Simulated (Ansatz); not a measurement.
# ClFHO2V: the cost of one run

Computed with Ansatz 0.2.0, Gaussian basis. Level: the settings change from run to run.

## 1. The relaxed structure

The structure was relaxed beforehand with PBE0-D4 in a triple-zeta def2 set.

SMILES `[O]=[V]([OH])([F])[Cl]`, 6 atoms, charge 0, spin multiplicity 1.

Atoms are counted from 1 here; the program's logs count them from 0.

Bond lengths: O1–V2 1.545 Å, V2–O3 1.738 Å, V2–F4 1.722 Å, V2–Cl5 2.146 Å, O3–H6 0.963 Å. Angles: O1–V2–O3 108.3°, O1–V2–F4 109.3°, O1–V2–Cl5 108.5°, O3–V2–F4 110.3°, O3–V2–Cl5 109.8°, F4–V2–Cl5 110.6°, V2–O3–H6 122.9°.

## 2. r2SCAN/aug-cc-pVDZ

Options: charge +1, multiplicity 2, density fitting with def2-universal-jkfit, D3(BJ) with three-body dispersion.

Input file in.yaml:

```yaml
crystal:
  periodic: [false, false, false]
  atoms:
    - {symbol: O, position_ang: [-1.323307, 0.024256, 0.920108]}
    - {symbol: V, position_ang: [-0.293392, 0.061897, -0.231341]}
    - {symbol: O, position_ang: [1.224869, -0.528219, 0.375899]}
    - {symbol: F, position_ang: [-0.847335, -0.933518, -1.522204]}
    - {symbol: Cl, position_ang: [-0.076121, 2.094703, -0.883515]}
    - {symbol: H, position_ang: [1.357384, -0.783120, 1.294853]}
basis:
  gaussian: {orbitals: aug-cc-pVDZ, fitting: {mean_field: def2-universal-jkfit}}
total_charge: 1
magnetization: {spin_polarized: true, initial_magnetization: 1}
hamiltonian: {xc: {name: r2SCAN}, dispersion: d3bjatm}
output: {forces: true}
```

Command:

```
$ ansatz run in.yaml --threads 4 --pin off --events-out ev --progress --plain --max-ram 10444MiB
```

What time and memory should one allow on 4 threads of Arm Neoverse V1, shared host?

About 30 s, with a peak of 0.45 GiB.
